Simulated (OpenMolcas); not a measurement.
# doublet CH2FNSi− at 6 levels

We compute a comparison of 6 runs (UHF/3-21G, UHF/6-311+G**, UB3LYP/6-31G*, UM06-2X/6-311+G**, UPBE/6-311+G**, USVWN5/6-311+G**) of doublet CH2FNSi−. 

The results are computed with OpenMolcas 26.06.

### 1 Starting point

The species is CH2FNSi− (6 atoms), meant as a doublet with charge -1. As SMILES of the parent species, `FC1=N[SiH2]1`. The shape is that of a PBE0-D4/def2-TZVP optimisation. That shape belongs to the parent species and isn't relaxed for this state.

Bond lengths: F1–C2 1.313 Å, C2–N3 1.261 Å, C2–Si4 1.766 Å, N3–Si4 1.801 Å, Si4–H5 1.477 Å, Si4–H6 1.477 Å. Angles: F1–C2–N3 128.8°, F1–C2–Si4 160.4°, N3–C2–Si4 70.8°, C2–N3–Si4 67.8°, C2–Si4–N3 41.4°, C2–Si4–H5 122.2°, C2–Si4–H6 122.2°, N3–Si4–H5 118.8°, N3–Si4–H6 118.8°, H5–Si4–H6 113.7°.

### 2 The energy at UHF/3-21G (run 1)

input.xyz reads:

```xyz
6

F      1.423100    -1.608300     0.851500
C      0.513000    -0.815400     0.333600
N     -0.624100    -1.110900    -0.124500
Si    -0.284400     0.654600    -0.233900
H      0.001700     1.243400    -1.557500
H     -0.987300     1.572700     0.684600
```

job.input reads:

```
* CH2FNSi Hartree-Fock
&GATEWAY
BASLIB
$CurrDir
COORD
input.xyz
BASIS
3-21G
GROUP
NoSym
&SEWARD
&SCF
UHF
CHARGE
-1
SPIN
2
THRESHOLDS
1e-10 1e-07 1e-07 1e-05
PRORBITALS
0
```

The basis set 3-21G is read from a file made from the Basis Set Exchange's data (not shown).

Run with:

```bash
$ export MOLCAS_MEM=1860
$ pymolcas job.input > job.log
```

Output:

```text
--- Start Module: gateway ---
[...]
--- Stop Module: gateway /rc=_RC_ALL_IS_WELL_ ---
--- Start Module: seward ---
[...]
      Basis functions           44
--- Stop Module: seward /rc=_RC_ALL_IS_WELL_ ---
--- Start Module: scf ---
[...]
       Convergence after  26 Iterations
[...]
::    Total SCF energy                               -479.0788036720
[...]
      Total spin, S                                     0.5084080074
[...]
      Total electronic charge=   39.000000
      Total            charge=   -1.000000
[...]
      Dipole Moment (debye):
      Origin of the operator (angstrom)=    0.2067   -0.4633    0.1469
                   X=  1.5956E+00               Y= -9.5183E-01               Z=  8.4353E-01           Total=  2.0405E+00
      Center of Charge (angstrom)
[...]
--- Stop Module: scf /rc=_RC_ALL_IS_WELL_ ---
[...]
```

It took 2.8 s on 1 thread of Arm Neoverse V2, shared host; peak memory 0.38 GiB.

### 3 A single-point energy at UHF/6-311+G(d,p) (run 2)

input.xyz is that of step 2.

job.inp reads:

```
&gateway
  baslib = $CurrDir
  coord = input.xyz
  basis = 6-311pGss
  group = NoSym

&seward

&scf
  uhf
  charge = -1
  spin = 2
  thresholds = 1e-10 1e-07 1e-07 1e-05
  prorbitals = 1 2
```

The basis set 6-311+G** is read from a file made from the Basis Set Exchange's data (not shown).

Run with:

```bash
$ export MOLCAS_MEM=1860
$ pymolcas job.inp > job.log
```

Output:

```text
--- Start Module: gateway ---
[...]
--- Stop Module: gateway /rc=_RC_ALL_IS_WELL_ ---
--- Start Module: seward ---
[...]
      Basis functions          108
--- Stop Module: seward /rc=_RC_ALL_IS_WELL_ ---
[...]
--- Start Module: scf ---
[...]
       Convergence after  38 Iterations
[...]
::    Total SCF energy                               -481.8067524866
[...]
      Total spin, S                                     0.5026101486
[...]
      Total electronic charge=   39.000000
      Total            charge=   -1.000000
[...]
      Dipole Moment (debye):
      Origin of the operator (angstrom)=    0.2067   -0.4633    0.1469
                   X=  1.8659E+00               Y= -3.4224E+00               Z=  1.3254E+00           Total=  4.1172E+00
      Center of Charge (angstrom)
[...]
--- Stop Module: scf /rc=_RC_ALL_IS_WELL_ ---
[...]
```

It took 23 s on 1 thread of Arm Neoverse V2, shared host; peak memory 0.63 GiB.

### 4 The energy at UB3LYP/6-31G(d) (Cartesian functions) (run 3)

run.input reads:

```
>>> EXPORT MOLCAS_PRINT=2
&GATEWAY
BasLib = $CurrDir
Coord
6
bohr
F      2.68926925    -3.03924653     1.60910180
C      0.96942950    -1.54088268     0.63041264
N     -1.17937807    -2.09929675    -0.23527090
Si    -0.53743811     1.23701472    -0.44200694
H      0.00321253     2.34968546    -2.94324844
H     -1.86572660     2.97197228     1.29370650
Basis = 6-31Gs
Group = NoSym
&SEWARD
GridInput
Grid=UltraFine
End of Grid
&SCF
UHF
Charge = -1
Spin = 2
KSDFT = B3LYP
Thresholds = 1e-10 1e-07 1e-07 1e-05
PrOrbitals = 1 1
```

The basis set 6-31G* is read from a file made from the Basis Set Exchange's data (not shown).

Run with:

```bash
$ export MOLCAS_MEM=1860
$ pymolcas run.input > run.log
```

Output:

```text
--- Start Module: gateway ---
[...]
--- Stop Module: gateway /rc=_RC_ALL_IS_WELL_ ---
--- Start Module: seward ---
[...]
      Basis functions           68
--- Stop Module: seward /rc=_RC_ALL_IS_WELL_ ---
[...]
--- Start Module: scf ---
[...]
       Convergence after  23 Iterations
[...]
::    Total KS-DFT energy                            -483.2790797918
[...]
      Total spin, S                                     0.5012910142
[...]
      Total electronic charge=   39.000000
      Total            charge=   -1.000000
[...]
      Dipole Moment (debye):
      Origin of the operator (angstrom)=    0.2067   -0.4633    0.1469
                   X=  2.0843E+00               Y= -2.0092E+00               Z=  1.2143E+00           Total=  3.1394E+00
      Center of Charge (angstrom)
[...]
--- Stop Module: scf /rc=_RC_ALL_IS_WELL_ ---
[...]
```

It took 28 s on 1 thread of Arm Neoverse V2, shared host; peak memory 0.41 GiB.

Runs 4 to 5 aren't shown in full; the table further down has their settings and results.

### 5 The energy at USVWN5/6-311+G(d,p) (run 6)

run.inp reads:

```
&GATEWAY
 BASLIB
 $CurrDir
 COORD
 6
 angstrom
 F        1.423100      -1.608300       0.851500
 C        0.513000      -0.815400       0.333600
 N       -0.624100      -1.110900      -0.124500
 Si      -0.284400       0.654600      -0.233900
 H        0.001700       1.243400      -1.557500
 H       -0.987300       1.572700       0.684600
 BASIS
 6-311pGss
 GROUP
 NoSym

&SEWARD
 GRIDINPUT
 Grid=UltraFine
 End of Grid

&SCF
 UHF
 CHARGE
 -1
 SPIN
 2
 KSDFT
 SVWN5
 THRESHOLDS
 1e-10 1e-07 1e-07 1e-05
 PRORBITALS
 1 1
```

The basis set 6-311+G** is read from a file made from the Basis Set Exchange's data (not shown).

Run with:

```bash
$ export MOLCAS_MEM=1860
$ pymolcas run.inp > run.log
```

Output:

```text
--- Start Module: gateway ---
[...]
--- Stop Module: gateway /rc=_RC_ALL_IS_WELL_ ---
--- Start Module: seward ---
[...]
      Basis functions          108
--- Stop Module: seward /rc=_RC_ALL_IS_WELL_ ---
[...]
--- Start Module: scf ---
[...]
       Convergence after  28 Iterations
[...]
::    Total KS-DFT energy                            -480.8177315007
[...]
      Total spin, S                                     0.5003575500
[...]
      Total electronic charge=   39.000000
      Total            charge=   -1.000000
[...]
      Dipole Moment (debye):
      Origin of the operator (angstrom)=    0.2067   -0.4633    0.1469
                   X=  3.2201E+00               Y= -2.1129E+00               Z=  1.7303E+00           Total=  4.2223E+00
      Center of Charge (angstrom)
[...]
--- Stop Module: scf /rc=_RC_ALL_IS_WELL_ ---
[...]
```

Run time: 44 s. Hardware: 1 thread of Arm Neoverse V2, shared host; peak memory 0.63 GiB.

### 6 All runs side by side

```tsv
run	level	Cartesian functions	integration grid	energy (Eh)	HOMO energy (eV)	LUMO energy (eV)	⟨S²⟩	wall time
1	UHF/3-21G	no	–	-479.078804	1.62	9.76	0.767	2.8 s
2	UHF/6-311+G**	no	–	-481.806752	0.71	4.58	0.755	23 s
3	UB3LYP/6-31G* (Cartesian functions)	yes	UltraFine	-483.279080	3.47	5.64	0.753	28 s
4	UM06-2X/6-311+G**	no	UltraFine	-483.287205	1.37	3.20	0.753	92 s
5	UPBE/6-311+G**	no	UltraFine	-483.036325	2.27	2.92	0.752	62 s
6	USVWN5/6-311+G**	no	UltraFine	-480.817732	2.25	2.75	0.751	44 s
```

### 7 Summary of results

| quantity | value |
| --- | --- |
| run 6: total energy | -480.81773 Eh |
| run 6: HOMO energy (highest over α and β) | 2.25 eV |
| run 6: LUMO energy (lowest over α and β) | 2.75 eV |
| run 6: ⟨S²⟩ | 0.751 |

**Reading.** Totals of different functionals can't be ranked against each other. In runs 1, 2, 3, 4, 5, 6 the HOMO lies above zero, so the outermost electron may be held by the basis alone. All runs together took 4.2 min, the longest 92 s.
